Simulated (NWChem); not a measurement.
# VNH2SClF (SMILES [NH2][V]([F])(=[S])[Cl]) at 5 levels

We compute a comparison of 5 runs (HF/STO-3G, HF/3-21G, B3LYP/6-31G*, TPSS/6-31G*) of VNH2SClF. 

The calculation is run with NWChem 7.3.0.

## (1) The molecule

VNH2SClF has 7 atoms, charge 0, and is taken as a singlet. SMILES: `[NH2][V]([F])(=[S])[Cl]`. The coordinates come from a PBE0-D4/def2-TZVP relaxation. This is one conformer, not always the lowest.

Bond lengths: N1–V2 1.793 Å, V2–F3 1.725 Å, V2–S4 1.986 Å, V2–Cl5 2.150 Å, N1–H6 1.008 Å, N1–H7 1.014 Å. Angles: N1–V2–F3 109.9°, N1–V2–S4 105.2°, N1–V2–Cl5 109.3°, F3–V2–S4 112.2°, F3–V2–Cl5 109.4°, S4–V2–Cl5 110.6°, V2–N1–H6 128.4°, V2–N1–H7 119.0°, H6–N1–H7 112.6°.

## (2) Energy and gradient at HF/STO-3G (run 1)

File clfh2nsv.nw:

```
echo
start clfh2nsv
title "ClFH2NSV hf"
memory total 2200 mb
geometry units bohr noautosym nocenter noautoz
   N   -2.02521949   0.47129770   0.33580433
   V    1.17767732  -0.46619543  -0.24642029
   F    1.24551849  -2.91811508  -2.39484992
   S    2.53506760  -1.47512021   3.10387516
   Cl   3.25051791   2.69418254  -1.73930393
   H   -2.94192563   0.58241359   2.00140894
   H   -3.12598496   0.98303553  -1.14668581
end
basis "ao basis" spherical bse
   * library STO-3G
end
scf
   thresh 1e-08
   maxiter 80
end
task scf gradient
```

Started as:

```bash
nwchem clfh2nsv.nw > clfh2nsv.out
```

What it wrote:

```text
[...]
  functions       =    48
[...]
  wavefunction    = RHF
[...]
         Total SCF energy =  -1934.046677869792
      One-electron energy =  -3621.495866956592
      Two-electron energy =   1208.987109960297
 Nuclear repulsion energy =    478.462079126503
        Time for solution =      9.5s
[...]
                         RHF ENERGY GRADIENTS
    atom               coordinates                        gradient
                 x          y          z           x          y          z
   1 N      -2.025219   0.471298   0.335804   -0.064799   0.019743   0.024371
   2 V       1.177677  -0.466195  -0.246420    0.005953   0.080073  -0.026907
   3 F       1.245518  -2.918115  -2.394850    0.003498  -0.087764  -0.072499
   4 S       2.535068  -1.475120   3.103875    0.026811  -0.018010   0.078686
   5 Cl      3.250518   2.694183  -1.739304    0.008380   0.011838   0.000574
   6 H      -2.941926   0.582414   2.001409    0.008888  -0.002407  -0.007095
   7 H      -3.125985   0.983036  -1.146686    0.011269  -0.003472   0.002868
[...]
```

Run time: 14 s. Hardware: 1 thread of Intel Xeon Platinum 8488C (Sapphire Rapids), shared host; peak memory 0.098 GiB.

## (3) Energy and forces at HF/3-21G (run 2)

File run.py:

```python
from ase import Atoms
from ase.calculators.nwchem import NWChem

molecule = Atoms(['N', 'V', 'F', 'S', 'Cl', 'H', 'H'], positions=[
    [-1.071700, 0.249400, 0.177700],
    [0.623200, -0.246700, -0.130400],
    [0.659100, -1.544200, -1.267300],
    [1.341500, -0.780600, 1.642500],
    [1.720100, 1.425700, -0.920400],
    [-1.556800, 0.308200, 1.059100],
    [-1.654200, 0.520200, -0.606800],
])

calc = NWChem(
    label='clfh2nsv',
    theory='scf',
    memory='2200 mb',
    basis='3-21G',
    basispar='spherical bse',
    scf={'nopen': '0', 'rhf': None, 'thresh': '1e-08', 'maxiter': '80', 'print': 'low'},
)
molecule.calc = calc

forces = molecule.get_forces()
e = molecule.get_potential_energy()
print(f"E = {e:.6f} eV")
print("forces (eV/A):")
for s, f in zip(molecule.symbols, forces):
    print(f"{s:2s} {f[0]:10.5f} {f[1]:10.5f} {f[2]:10.5f}")
```

Started as:

```bash
export ASE_NWCHEM_COMMAND="nwchem PREFIX.nwi > PREFIX.nwo"
python run.py
```

What it wrote:

```text
E = -52936.588802 eV
forces (eV/A):
N     1.11221   -0.32848   -0.30601
V    -1.70762   -1.28720    0.53001
F     0.00103    0.88821    0.80897
S    -0.16152    0.11837   -0.64571
Cl    0.47416    0.69086   -0.34746
H     0.14192   -0.02227   -0.10963
H     0.13977   -0.05955    0.06983
```

The calculator wrote clfh2nsv.nwi:

```
title "clfh2nsv"

permanent_dir clfh2nsv

scratch_dir clfh2nsv

start clfh2nsv

geometry units angstrom nocenter noautosym noautoz
  N  -1.0717000000000001e+00 2.4940000000000001e-01 1.7770000000000000e-01
  V  6.2319999999999998e-01 -2.4670000000000000e-01 -1.3039999999999999e-01
  F  6.5910000000000002e-01 -1.5442000000000000e+00 -1.2673000000000001e+00
  S  1.3414999999999999e+00 -7.8059999999999996e-01 1.6425000000000001e+00
  Cl 1.7201000000000000e+00 1.4257000000000000e+00 -9.2040000000000000e-01
  H  -1.5568000000000000e+00 3.0819999999999997e-01 1.0590999999999999e+00
  H  -1.6541999999999999e+00 5.2020000000000000e-01 -6.0680000000000001e-01
end

memory 2200 mb

basis spherical bse noprint
   * library 3-21G
end

scf
  nopen 0
  rhf
  thresh 1e-08
  maxiter 80
  print low
end

task scf gradient
```

clfh2nsv.nwo:

```text
Northwest Computational Chemistry Package (NWChem) 7.3.0
             --------------------------------------------------------

           Job information
           ---------------

    nwchem branch   = 7.3.0
    use scalapack   = T
    input           = clfh2nsv.nwi
    prefix          = clfh2nsv.
    data base       = clfh2nsv/clfh2nsv.db
    status          = startup
    nproc           =        1

           Memory information
           ------------------

[... 5 lines left out ...]
    hardfail = no
[... 115 lines left out ...]
  ga_iter_lsolve: convergence stagnant ... aborting solve
[... 2 lines left out ...]
       Final RHF  results
[... 3 lines left out ...]
      One-electron energy =  -3632.041689334043
[... 1 line left out ...]
 Nuclear repulsion energy =    478.462113924147
[... 18 lines left out ...]
 Task  times  cpu:       24.9s     wall:       24.9s
 Total times  cpu:       24.9s     wall:       24.9s
```

Run time: 26 s. Hardware: 1 thread of Intel Xeon Platinum 8488C (Sapphire Rapids), shared host; peak memory 0.099 GiB.

Runs 3 to 4 aren't shown in full; the table further down has their settings and results.

## (4) Energy and forces at B3LYP/6-31G(d) (Cartesian functions) (run 5)

File m1.nw:

```
START m1
TITLE "ClFH2NSV"
memory 2200 mb
charge 0

GEOMETRY units angstroms noautosym nocenter noautoz
   N     -1.071700     0.249400     0.177700
   V      0.623200    -0.246700    -0.130400
   F      0.659100    -1.544200    -1.267300
   S      1.341500    -0.780600     1.642500
   Cl     1.720100     1.425700    -0.920400
   H     -1.556800     0.308200     1.059100
   H     -1.654200     0.520200    -0.606800
END

BASIS cartesian
   * library 6-31G*
END

DFT
   xc b3lyp
   grid fine
   convergence energy 1e-08
   maxiter 100
   mulliken
END

TASK dft gradient
```

Started as:

```bash
nwchem m1.nw > m1.out
```

What it wrote:

```text
[...]
          Wavefunction type:  closed shell.
          No. of atoms     :     7
          No. of electrons :    74
[...]
          Charge           :     0
          Spin multiplicity:     1
[...]
          AO basis - number of functions:   111
[...]
              XC Information
              --------------
                         B3LYP Method XC Potential
                     Hartree-Fock (Exact) Exchange  0.200
                        Slater Exchange Functional  0.800 local
                    Becke 1988 Exchange Functional  0.720 non-local
              Lee-Yang-Parr Correlation Functional  0.810
                  VWN I RPA Correlation Functional  0.190 local
[...]
 d= 0,ls=0.0,diis     1  -1957.3388634070 -2.44D+03  9.26D-02  7.77D+00     4.9
[...]
 d= 0,ls=0.5,diis    39  -1958.3050245354 -8.77D-09  1.21D-06  5.09D-08   143.2
         Total DFT energy =    -1958.305024540248
      One electron energy =    -3649.209733175869
           Coulomb energy =     1329.764067536340
    Exchange-Corr. energy =     -117.321472824866
 Nuclear repulsion energy =      478.462113924148
[...]
      Total Density - Mulliken Population Analysis
     ---------------------------------------------
    Atom       Charge   Shell Charges
 -----------   ------   -------------------------------------------------------
    1 N    7     7.88   1.99  0.78  2.50  0.91  1.68  0.02
    2 V   23    22.04   2.00  2.00  5.99  2.07  6.10  0.08  0.58  0.01  0.05  1.56  1.64 -0.03
    3 F    9     9.34   1.99  0.96  3.28  0.97  2.08  0.06
    4 S   16    16.22   2.00  1.99  5.97  1.45  2.97  0.53  1.33 -0.01
    5 Cl  17    17.27   2.00  1.99  5.97  1.46  3.63  0.55  1.69 -0.03
    6 H    1     0.62   0.50  0.12
    7 H    1     0.63   0.50  0.13
[...]
  wavefunction    = closed shell
[...]
```

It took 3 min on 1 thread of Intel Xeon Platinum 8488C (Sapphire Rapids), shared host; peak memory 0.13 GiB.

## (5) The series

```tsv
run	level	iteration cap	module	energy (Eh)	dipole moment (D)	HOMO energy (eV)	LUMO energy (eV)	wall time
1	HF/STO-3G	80	scf	-1934.046678	3.25	-7.49	5.04	14 s
2	HF/3-21G	80	scf	-1945.383773	–	–	–	26 s
3	B3LYP/6-31G* (spherical functions)	100	dft	-1958.282901	3.56	-7.93	-3.68	2.8 min
4	TPSS/6-31G* (spherical functions)	100	dft	-1958.372667	3.59	-7.04	-4.25	3.8 min
5	B3LYP/6-31G* (Cartesian functions)	100	dft	-1958.305025	3.56	-7.88	-3.56	3 min
```

## (6) What came out

| quantity | value |
| --- | --- |
| run 5: total energy | -1958.30502 Eh |
| run 5: dipole moment | 3.56 D |
| run 5: HOMO energy | -7.88 eV |
| run 5: LUMO energy | -3.56 eV |
| run 5: HOMO–LUMO gap | 4.32 eV |
| run 5: largest force on an atom | 0.589 eV/Å |

What this shows: Over runs 1, 3, 4, 5 the dipole moment (its size) runs from 3.25 D (HF/STO-3G) to 3.59 D (TPSS/6-31G*). The two ends differ in method and basis. Over runs 1, 3, 4, 5 the HOMO–LUMO gap runs from 2.79 eV (TPSS/6-31G*) to 12.53 eV (HF/STO-3G). Totals of different functionals can't be ranked against each other. In run 1 the basis is minimal, so the values are rough. All runs together took 10 min, the longest 3.8 min.
